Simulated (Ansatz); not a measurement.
# KZr2 (Fm-3m) in Ansatz: settings compared

One crystal, KZr2, is run at these levels: revPBE, BLYP, r2SCAN; tasks: band structure.

All numbers are computed with Ansatz 0.2.0; they aren't measurements. Logs are shortened: lines on timing, memory, paths and dates and some standing lists are left out, and cuts for length are marked.

### Step 1. Starting point

The structure is cubic, space group Fm-3m (No. 225). Conventional cell: a = 7.158 Å, b = 7.158 Å, c = 7.158 Å, α = 90.00°, β = 90.00°, γ = 90.00°. K (site symmetry m-3m) is surrounded by 8 Zr at 3.10 Å. Zr (site symmetry -43m) has 4 K at 3.10 Å as nearest neighbours.

The cell was built by a generator and needn't be a form met in nature.

### Step 2. Band structure, revPBE

Contents of input.yaml:

```yaml
crystal:
  lattice:
    - [0.0, 3.57912, 3.57912]
    - [3.57912, 0.0, 3.57912]
    - [3.57912, 3.57912, 0.0]
  atoms:
    - { symbol: K, position: [0.0, 0.0, 0.0] }
    - { symbol: Zr, position: [0.25, 0.25, 0.25] }
    - { symbol: Zr, position: [0.75, 0.75, 0.75] }
hamiltonian:
  xc: revpbe
  pseudopotentials: { kind: paw }
kpoints:
  mp_grid: { grid: [7, 7, 7] }
  band_path:
    path:
      - [[0.0, 0.0, 0.0], [0.5, 0.0, 0.5], [0.5, 0.25, 0.75], [0.375, 0.375, 0.75], [0.0, 0.0, 0.0], [0.5, 0.5, 0.5], [0.625, 0.25, 0.625], [0.5, 0.25, 0.75], [0.5, 0.5, 0.5], [0.375, 0.375, 0.75]]
      - [[0.625, 0.25, 0.625], [0.5, 0.0, 0.5]]
    npoints: 14
scf:
  occupations: { method: fermi_dirac, width: 0.05 }
  n_extra_bands: 7
output:
  forces: true
  stress: true
  eigenvalues: true
  fatbands: true
```

Potentials or basis: Ansatz PAW.

On the command line:

```bash
$ ansatz run input.yaml --threads 2 --pin off --max-ram 5632MiB --backend cpu --events-out ev --progress --plain --runs-dir out
```

What it wrote:

```text
Warning: RAYON_NUM_THREADS=2 ignored (pool sized by the plan → 2); use --threads N
scf.n_extra_bands = 7 over 17 filled bands (N_el = 33.0): the run solves 24 bands
Engine: ansatz 0.2.0, aarch64-unknown-linux-gnu
Pseudopotentials: kind: paw
Pseudopotential: K, paw, valence charge 9, recommended cutoff 420 eV (normal), K.paw.azcp
Pseudopotential: Zr, paw, valence charge 12, recommended cutoff 420 eV (normal), Zr.paw.azcp
Functional definition: revPBE
  parameter kappa = 1.245
  parameter beta = 0.06672455060314922
  exchange = pbe_x(kappa = kappa, mu = beta*pi^2/3)
  correlation = pbe_c(beta = beta)
Crystal: 3 atoms, lattice volume = 91.698 Å³
Basis set: ecut = 420 eV, 1807 PW (Γ), exchange–correlation on 72×72×72 points (8 copies of the dense FFT grid, shifted against one another)
Bands: 24, of which v1, the nominal top of the filled ones, is band 17 counted from 1 (16 counted from 0)
Symmetry: 48 space group operations
Space group: Fm-3m (ITA 225), of the structure as read, at distance tolerance 4.5e-5 Å
k-points: 20 of 343
Non-local potential: K, projectors of the file, l = 0: 3, l = 1: 2, l = 2: 2
Non-local potential: Zr, projectors of the file, l = 0: 3, l = 1: 2, l = 2: 2, l = 3: 2
PAW form: soft (Blöchl's): semilocal exchange-correlation on the pseudo side does not see the compensation charge
PAW frozen core: K, regenerated for the run's functional, and the local potential with it (the file was generated under x = pbe(κ = 0.804, μ = 0.2195149727645171), c = pbe(β = 0.06672455060314922))
PAW frozen core: Zr, regenerated for the run's functional, and the local potential with it (the file was generated under x = pbe(κ = 0.804, μ = 0.2195149727645171), c = pbe(β = 0.06672455060314922))
PAW one-centre angular grid: K, 110 points (default); XC on 64 Gauss nodes
PAW one-centre angular grid: Zr, 590 points (default); XC on 64 Gauss nodes
Initial density: superposition of atomic densities (neutral atoms: chi_scale 0, normalization atom), corrected by the library's trained network
Initial wavefunctions: pseudopotential atomic-orbital guess
Functional: x = revpbe(κ = 1.245, μ = 0.2195149727645171), c = pbe(β = 0.06672455060314922)
SCF iter   1: F=—  HF=-9912.064034 eV  |F-HF|=—  |Δ(HF+E_count)|=         —  Δρ=4.14e-3  dr2=3.46e-2  ethr=1.77e-3  ⟨swp⟩=5.7  Hψ=2194  notcnv=0  defer=1
preconditioner: auto → Kerker (q_TF=auto, 2.301 Å⁻¹)  [metal: Δε(μ)=0.028 eV  Ē_g=7.771 eV  σ=0.050 eV  W_gap=0.14  n_scr=14 (ndim 8)  ℏωp=15.0 eV  f_vac=0.000  D(μ)=5.91/eV (n_scr^D=58)]
SCF iter   2: F=—  HF=-9912.060796 eV  |F-HF|=—  |Δ(HF+E_count)|=   3.24e-3  Δρ=2.86e-3  dr2=2.01e-2  ethr=1.05e-4  ⟨swp⟩=1.1  Hψ=641  notcnv=0  defer=3
SCF iter   3: F=—  HF=-9912.055959 eV  |F-HF|=—  |Δ(HF+E_count)|=   4.84e-3  Δρ=9.14e-4  dr2=2.67e-3  ethr=6.10e-5  ⟨swp⟩=2.0  Hψ=595  notcnv=0  defer=3
SCF iter   4: F=—  HF=-9912.055118 eV  |F-HF|=—  |Δ(HF+E_count)|=   8.42e-4  Δρ=2.25e-4  dr2=3.64e-5  ethr=8.10e-6  ⟨swp⟩=2.0  Hψ=568  notcnv=0  defer=3
SCF iter   5: F=—  HF=-9912.055159 eV  |F-HF|=—  |Δ(HF+E_count)|=   4.12e-5  Δρ=6.32e-5  dr2=3.92e-6  ethr=1.10e-7  ⟨swp⟩=2.0  Hψ=570  notcnv=0  defer=3
SCF iter   6: F=—  HF=-9912.055163 eV  |F-HF|=—  |Δ(HF+E_count)|=   4.08e-6  Δρ=1.23e-5  dr2=1.18e-7  ethr=1.19e-8  ⟨swp⟩=2.0  Hψ=569  notcnv=0  defer=3
SCF iter   7: F=-9912.055163 eV  HF=-9912.055163 eV  |F-HF|=5.26e-9  |Δ(HF+E_count)|=   2.05e-7  Δρ=2.81e-6  dr2=6.15e-9  ethr=3.03e-10  ⟨swp⟩=5.5  Hψ=1732  notcnv=0
SCF 1 converged in 7 iterations: F = -9912.055163 eV  dr2 = 6.15e-9
NSCF: frozen V_eff on 142 k-points
SCF converged after 7 iterations
Free energy (F): -9912.055163 eV
Harris-Foulkes:  -9912.055163 eV  (|F-HF|=5.26e-9)
Internal energy: -9912.008058 eV  (E = F + TS)
E sigma→0 (E₀):  -9912.031610 eV
Entropy (-TS):   -0.047106 eV (-15.702 meV/atom)
Fermi energy:    8.773354 eV
--- Per-component energies (eV) ---
  E_band       = -396.669226
  E_kinetic    = 914.037949
  E_local      = -2202.208704  (includes V_loc(G=0)·N_el)
  E_nonlocal   = 177.053709
  E_hartree    = 722.342064
  E_xc         = -454.275851
  E_vxc        = -540.185903  (∫ρ·V_xc dr)
  E_paw        = -6703.052415  (= ΣΔE_a)
  E_vpaw       = -190.051259  (= ΣTr[D̂ρ^β])
  E_aug_tail   = 0.000047  (compensation charges beyond the density's cutoff)
  E_ewald      = -2365.756998
  E_core_change = -0.147858  (= ΣΔE_core)
  E_smearing   = -0.047106  (= −TS)
  E_closure    = 0.000000  (closes the sum)
  Σ components = -9912.055163   (vs F -9912.055163, Δ=0.00e0)
--- Forces (eV/Å), atoms counted from 1 ---
  atom   1  K     -0.00000000     0.00000000    -0.00000000
  atom   2  Zr     0.00000000    -0.00000000     0.00000000
  atom   3  Zr     0.00000000    -0.00000000     0.00000000
  max |Σ_I F_I| component: 5.55e-17 eV/Å
--- Stress (GPa, compression-positive) ---
        1.097986       0.000000      -0.000000
       -0.000000       1.097986       0.000000
       -0.000000       0.000000       1.097986
  P = ⅓ Tr σ = 1.0980 GPa (10.980 kbar)
--- Band table (eV; the first three rows and the last of 20) ---
  k-point 0: bands = ["-40.7301", "-40.6963", "-22.1354", "-18.7902", "-18.7902", "-18.7902", "-18.6564", "-18.6564", "-18.6564", "-5.7819", "-5.7819", "-5.7819", "4.8281", "7.4786", "7.4786", "8.5987", "8.5987", "8.5987", "10.7551", "10.7551", "10.7551", "12.2214", "12.2214", "12.2214"]
  k-point 1: bands = ["-40.7284", "-40.6979", "-22.1381", "-18.7850", "-18.7840", "-18.7840", "-18.6634", "-18.6634", "-18.6593", "-5.7863", "-5.7795", "-5.7795", "5.0756", "7.5920", "7.5920", "8.4996", "8.6963", "8.6963", "10.5659", "10.5659", "10.7504", "11.3695", "11.3695", "11.4862"]
  k-point 2: bands = ["-40.7237", "-40.7026", "-22.1441", "-18.7673", "-18.7663", "-18.7663", "-18.6828", "-18.6828", "-18.6721", "-5.7951", "-5.7741", "-5.7741", "5.7618", "7.9235", "7.9235", "8.3175", "8.9507", "8.9507", "10.0334", "10.0334", "10.0510", "10.6963", "10.6963", "10.7374"]
  k-point 19: bands = ["-40.7137", "-40.7123", "-22.1545", "-18.8175", "-18.7866", "-18.7457", "-18.7070", "-18.6426", "-18.6314", "-5.7974", "-5.7835", "-5.7585", "7.3232", "7.5123", "7.6821", "8.4691", "8.7284", "9.2834", "9.8021", "9.9760", "10.0684", "10.3805", "10.7116", "10.9461"]
```

Run time: 7.4 s. Hardware: 2 threads of Arm Neoverse V1, shared host; peak memory 0.41 GiB.

What came out:

* Free energy: -9912.0552 eV
* Pressure: 1.1 GPa
* Band gap on the k mesh: none (metal or under the smearing width)

Levels at the corners of the path, in eV from the Fermi level:
```
point  band 14  band 15  band 16  band 17  band 18  band 19  band 20  band 21
    Γ    -1.29    -1.29    -0.17    -0.17    -0.17     1.98     1.98     1.98
    X    -1.45    -1.25    -0.62     0.07     0.94     0.94     1.32     1.32
    W    -1.33    -1.19    -0.33     0.22     0.22     1.24     1.24     1.29
    K    -1.29    -1.10    -0.38    -0.17     0.77     1.13     1.21     1.43
    Γ    -1.29    -1.29    -0.17    -0.17    -0.17     1.98     1.98     1.98
    L    -1.47    -0.24    -0.24     0.37     0.37     0.64     0.64     0.67
    U    -1.29    -1.10    -0.38    -0.17     0.77     1.13     1.21     1.43
    W    -1.33    -1.19    -0.33     0.22     0.22     1.24     1.24     1.29
    L    -1.47    -0.24    -0.24     0.37     0.37     0.64     0.64     0.67
    K    -1.29    -1.10    -0.38    -0.17     0.77     1.13     1.21     1.43
    U    -1.29    -1.10    -0.38    -0.17     0.77     1.13     1.21     1.43
    X    -1.45    -1.25    -0.62     0.07     0.94     0.94     1.32     1.32
```

Caveat: the PAW data sets come from PBE, with cores solved anew for the run's functional, which leaves a small shift of forces and pressure.

### Step 3. Band structure, BLYP

Changes to input.yaml since step 2:

```diff
@@ -10,3 +10,3 @@
 hamiltonian:
-  xc: revpbe
+  xc: blyp
   pseudopotentials: { kind: paw }
@@ -26,2 +26,2 @@
   eigenvalues: true
-  fatbands: true
+  fatbands: false
```

Potentials or basis: Ansatz PAW.

On the command line:

```bash
$ ansatz run input.yaml --threads 2 --pin off --max-ram 5632MiB --backend cpu --events-out ev --progress --plain --runs-dir out
```

What it wrote:

```text
Warning: RAYON_NUM_THREADS=2 ignored (pool sized by the plan → 2); use --threads N
scf.n_extra_bands = 7 over 17 filled bands (N_el = 33.0): the run solves 24 bands
[... 4 set-up lines as earlier in the session ...]
Functional definition: BLYP
  parameter beta = 0.0042
  parameter a = 0.04918
  parameter b = 0.132
  parameter c = 0.2533
  parameter d = 0.349
  exchange = b88_x(beta = beta)
  correlation = lyp_c(a = a, b = b, c = c, d = d)
Crystal: 3 atoms, lattice volume = 91.698 Å³
Basis set: ecut = 420 eV, 1807 PW (Γ), exchange–correlation on 72×72×72 points (8 copies of the dense FFT grid, shifted against one another)
Bands: 24, of which v1, the nominal top of the filled ones, is band 17 counted from 1 (16 counted from 0)
[... 2 set-up lines as earlier in the session ...]
k-points: 20 of 343
[... 9 set-up lines as earlier in the session ...]
Functional: x = b88, c = lyp
SCF iter   1: F=—  HF=-9930.994135 eV  |F-HF|=—  |Δ(HF+E_count)|=         —  Δρ=8.41e-3  dr2=1.46e-1  ethr=1.77e-3  ⟨swp⟩=5.8  Hψ=2196  notcnv=0  defer=2
preconditioner: auto → Kerker (q_TF=auto, 2.301 Å⁻¹)  [metal: Δε(μ)=0.019 eV  Ē_g=7.788 eV  σ=0.050 eV  W_gap=0.09  n_scr=14 (ndim 8)  ℏωp=15.0 eV  f_vac=0.000  D(μ)=6.16/eV (n_scr^D=58)]
SCF iter   2: F=—  HF=-9930.973480 eV  |F-HF|=—  |Δ(HF+E_count)|=   2.07e-2  Δρ=5.43e-3  dr2=7.26e-2  ethr=4.42e-4  ⟨swp⟩=1.9  Hψ=708  notcnv=0  defer=3
SCF iter   3: F=—  HF=-9930.956254 eV  |F-HF|=—  |Δ(HF+E_count)|=   1.72e-2  Δρ=1.55e-3  dr2=5.90e-3  ethr=2.20e-4  ⟨swp⟩=2.0  Hψ=711  notcnv=0  defer=5
SCF iter   4: F=—  HF=-9930.955785 eV  |F-HF|=—  |Δ(HF+E_count)|=   4.70e-4  Δρ=4.59e-4  dr2=2.81e-4  ethr=1.79e-5  ⟨swp⟩=2.0  Hψ=555  notcnv=0  defer=5
SCF iter   5: F=—  HF=-9930.956046 eV  |F-HF|=—  |Δ(HF+E_count)|=   2.61e-4  Δρ=1.45e-4  dr2=2.79e-5  ethr=8.52e-7  ⟨swp⟩=2.0  Hψ=567  notcnv=0  defer=5
SCF iter   6: F=—  HF=-9930.956109 eV  |F-HF|=—  |Δ(HF+E_count)|=   6.37e-5  Δρ=3.67e-5  dr2=1.04e-6  ethr=8.46e-8  ⟨swp⟩=2.0  Hψ=577  notcnv=0  defer=5
SCF iter   7: F=-9930.956113 eV  HF=-9930.956113 eV  |F-HF|=1.27e-7  |Δ(HF+E_count)|=   3.89e-6  Δρ=7.85e-6  dr2=4.88e-8  ethr=3.03e-10  ⟨swp⟩=6.9  Hψ=2159  notcnv=0
SCF 1 converged in 7 iterations: F = -9930.956113 eV  dr2 = 4.88e-8
NSCF: frozen V_eff on 142 k-points
SCF converged after 7 iterations
Free energy (F): -9930.956113 eV
Harris-Foulkes:  -9930.956113 eV  (|F-HF|=1.27e-7)
Internal energy: -9930.907142 eV  (E = F + TS)
E sigma→0 (E₀):  -9930.931627 eV
Entropy (-TS):   -0.048972 eV (-16.324 meV/atom)
Fermi energy:    9.190240 eV
--- Per-component energies (eV) ---
  E_band       = -383.766651
  E_kinetic    = 916.447880
  E_local      = -2212.506576  (includes V_loc(G=0)·N_el)
  E_nonlocal   = 180.355721
  E_hartree    = 727.882814
  E_xc         = -447.561291
  E_vxc        = -531.867749  (∫ρ·V_xc dr)
  E_paw        = -6729.948829  (= ΣΔE_a)
  E_vpaw       = -191.958410  (= ΣTr[D̂ρ^β])
  E_aug_tail   = 0.000051  (compensation charges beyond the density's cutoff)
  E_ewald      = -2365.756998
  E_core_change = 0.180086  (= ΣΔE_core)
  E_smearing   = -0.048972  (= −TS)
  E_closure    = 0.000000  (closes the sum)
  Σ components = -9930.956113   (vs F -9930.956113, Δ=0.00e0)
--- Forces (eV/Å), atoms counted from 1 ---
  atom   1  K     -0.00000000     0.00000000    -0.00000000
  atom   2  Zr     0.00000000    -0.00000000     0.00000000
  atom   3  Zr    -0.00000000    -0.00000000     0.00000000
  max |Σ_I F_I| component: 6.94e-18 eV/Å
--- Stress (GPa, compression-positive) ---
        1.834147      -0.000000      -0.000000
       -0.000000       1.834147      -0.000000
        0.000000       0.000000       1.834147
  P = ⅓ Tr σ = 1.8341 GPa (18.341 kbar)
--- Band table (eV; the first three rows and the last of 20) ---
  k-point 0: bands = ["-40.2735", "-40.2393", "-21.8666", "-18.3321", "-18.3321", "-18.3321", "-18.1960", "-18.1960", "-18.1960", "-5.5757", "-5.5757", "-5.5757", "5.3097", "7.8521", "7.8521", "9.0130", "9.0130", "9.0130", "11.1162", "11.1162", "11.1162", "12.6008", "12.6008", "12.6115"]
  k-point 1: bands = ["-40.2718", "-40.2409", "-21.8691", "-18.3268", "-18.3258", "-18.3258", "-18.2031", "-18.2031", "-18.1991", "-5.5797", "-5.5733", "-5.5733", "5.5571", "7.9680", "7.9680", "8.9199", "9.1068", "9.1068", "10.9355", "10.9355", "11.1225", "11.7312", "11.7312", "11.8662"]
  k-point 2: bands = ["-40.2670", "-40.2456", "-21.8748", "-18.3089", "-18.3078", "-18.3078", "-18.2228", "-18.2228", "-18.2123", "-5.5878", "-5.5679", "-5.5679", "6.2433", "8.3063", "8.3063", "8.7636", "9.3517", "9.3517", "10.4131", "10.4131", "10.4374", "11.0522", "11.0522", "11.0988"]
  k-point 19: bands = ["-40.2568", "-40.2554", "-21.8846", "-18.3598", "-18.3294", "-18.2869", "-18.2475", "-18.1819", "-18.1706", "-5.5902", "-5.5766", "-5.5522", "7.7387", "7.8996", "8.1574", "8.9032", "9.1034", "9.6814", "10.2025", "10.3323", "10.4280", "10.8150", "11.0645", "11.4079"]
```

It took 5 s on 2 threads of Arm Neoverse V1, shared host; peak memory 0.41 GiB.

What came out:

```
Free energy            : -9930.9561 eV
Pressure               : 1.8 GPa
Band gap on the k mesh : none (metal or under the smearing width)
```

Levels at the corners of the path, in eV from the Fermi level:
```csv
point,band 13,band 14,band 15,band 16,band 17,band 18,band 19,band 20,band 21,band 22
Γ,-3.88,-1.34,-1.34,-0.18,-0.18,-0.18,1.93,1.93,1.93,3.41
X,-1.65,-1.38,-1.31,-0.68,0.19,0.88,0.88,1.28,1.28,2.52
W,-1.37,-1.37,-1.09,-0.32,0.19,0.19,1.18,1.18,1.23,1.57
K,-1.46,-1.30,-1.08,-0.44,-0.12,0.75,1.06,1.15,1.44,1.51
Γ,-3.88,-1.34,-1.34,-0.18,-0.18,-0.18,1.93,1.93,1.93,3.41
L,-1.50,-1.37,-0.26,-0.26,0.34,0.34,0.59,0.59,0.62,1.30
U,-1.46,-1.30,-1.08,-0.44,-0.12,0.75,1.06,1.15,1.44,1.51
W,-1.37,-1.37,-1.09,-0.32,0.19,0.19,1.18,1.18,1.23,1.57
L,-1.50,-1.37,-0.26,-0.26,0.34,0.34,0.59,0.59,0.62,1.30
K,-1.46,-1.30,-1.08,-0.44,-0.12,0.75,1.06,1.15,1.44,1.51
U,-1.46,-1.30,-1.08,-0.44,-0.12,0.75,1.06,1.15,1.44,1.51
X,-1.65,-1.38,-1.31,-0.68,0.19,0.88,0.88,1.28,1.28,2.52
```

Caveat: the PAW data sets come from PBE, with cores solved anew for the run's functional, which leaves a small shift of forces and pressure.

### Step 4. Band structure, r2SCAN

Changes to input.yaml since step 3:

```diff
@@ -10,3 +10,3 @@
 hamiltonian:
-  xc: blyp
+  xc: r2scan
   pseudopotentials: { kind: paw }
```

On the command line:

```bash
$ ansatz run input.yaml --threads 2 --pin off --max-ram 5632MiB --backend cpu --events-out ev --progress --plain --runs-dir out
```

Run time: 12 s. Hardware: 2 threads of Arm Neoverse V1, shared host; peak memory 0.65 GiB.

Results (log left out):

| Property | Result |
| --- | --- |
| Free energy | -9926.2728 eV |
| Pressure | -0.4 GPa |
| Band gap on the k mesh | none (metal or under the smearing width) |

Levels at the corners of the path, in eV from the Fermi level:
| point | band 14 | band 15 | band 16 | band 17 | band 18 | band 19 | band 20 | band 21 |
| --- | --- | --- | --- | --- | --- | --- | --- | --- |
| Γ | -1.54 | -1.54 | -0.09 | -0.09 | -0.09 | 2.20 | 2.20 | 2.20 |
| X | -1.54 | -1.42 | -0.83 | 0.09 | 1.15 | 1.15 | 1.51 | 1.51 |
| W | -1.51 | -1.31 | -0.18 | 0.08 | 0.08 | 1.45 | 1.45 | 1.50 |
| K | -1.46 | -1.24 | -0.57 | -0.07 | 0.82 | 1.34 | 1.43 | 1.44 |
| Γ | -1.54 | -1.54 | -0.09 | -0.09 | -0.09 | 2.20 | 2.20 | 2.20 |
| L | -1.62 | -0.39 | -0.39 | 0.24 | 0.24 | 0.77 | 0.77 | 0.86 |
| U | -1.46 | -1.24 | -0.57 | -0.07 | 0.82 | 1.34 | 1.43 | 1.44 |
| W | -1.51 | -1.31 | -0.18 | 0.08 | 0.08 | 1.45 | 1.45 | 1.50 |
| L | -1.62 | -0.39 | -0.39 | 0.24 | 0.24 | 0.77 | 0.77 | 0.86 |
| K | -1.46 | -1.24 | -0.57 | -0.07 | 0.82 | 1.34 | 1.43 | 1.44 |
| U | -1.46 | -1.24 | -0.57 | -0.07 | 0.82 | 1.34 | 1.43 | 1.44 |
| X | -1.54 | -1.42 | -0.83 | 0.09 | 1.15 | 1.15 | 1.51 | 1.51 |

Caveat: the PAW data sets come from PBE, with cores solved anew for the run's functional, which leaves a small shift of forces and pressure.

### Step 5. The runs side by side

```tsv
level	cutoff (eV)	gap on the mesh (eV)	pressure (GPa)
revPBE	420	none	1.1
BLYP	420	none	1.8
r2SCAN	500	none	-0.4
```

Alike in all rows: task band structure; potentials or basis Ansatz PAW; no spin polarisation; cell as given; k mesh 7 × 7 × 7; smearing fermi-dirac 0.05 eV.

Every run on the cell as given and a fine mesh finds a metal. The pressure there spans -0.4 GPa (r2SCAN) to 1.8 GPa (BLYP); a positive pressure means that this level wants a larger cell, a negative one a smaller.

Caveats: the PAW data sets come from PBE, with cores solved anew for the run's functional, which leaves a small shift of forces and pressure.

Total energies depend on the potentials used, so only differences within one code and one set of settings carry meaning.
